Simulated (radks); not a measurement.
# Mn³⁺ in [Ar] 3d3.75 4d0.25: an all-electron calculation

One table from this session's results is given with a row withheld; the runs are named, their logs left out.

The numbers are computed with radks (a radial shooting solver on a logarithmic mesh, Libxc functionals) version 1 (non-relativistic Kohn-Sham, PBE, spin-polarised, spherical densities, point nucleus; open shells are filled with parallel spins first), except any that are marked as measured or tabulated.

## What is computed

* element: manganese (Z = 25)
* charge: +3
* electrons: 22
* configuration: [Ar] 3d3.75 4d0.25

The first run:

Input:

```text
Z 25
configuration [Ar] 3d3.75 4d0.25
relativity non-relativistic
functional pbe,pbe
spin polarised
nucleus point
```

Launch:

```bash
$ python run_ks.py task.json out
```

All runs below come from this command, one after another.

One table of the session follows, with a row left open; its other results are not shown here.

It belongs to the step «Orbitals and density». Sizes of the orbitals, from the radial functions (bohr):

```
  level      <r>  outermost maximum (interpolated)  90 % within  nodes
1s down  0.06157                            0.0405        0.110      0
  1s up  0.06157                            0.0405        0.110      0
  2s up   0.2827                             0.235        0.438      1
2s down   0.2822                             0.235        0.437      1
  2p up   0.2485                             0.190        0.407      0
2p down   0.2480                             0.189        0.406      0
  3s up   0.8484                             0.740         1.27      2
3s down   0.8517                             0.741         1.27      2
  3p up        ?                                 ?            ?      ?
3p down   0.8916                             0.751         1.37      1
  3d up    1.013                             0.731         1.68      0
3d down    1.039                             0.739         1.74      0
  4d up    3.520                              3.16         5.20      1
```

Q: Estimate the row for 3p up from the others.

The run gave: <r>: 0.8860; outermost maximum (interpolated): 0.749; 90 % within: 1.36; nodes: 1. In the column «<r>» it lies between 3s down (0.8517) and 3p down (0.8916).
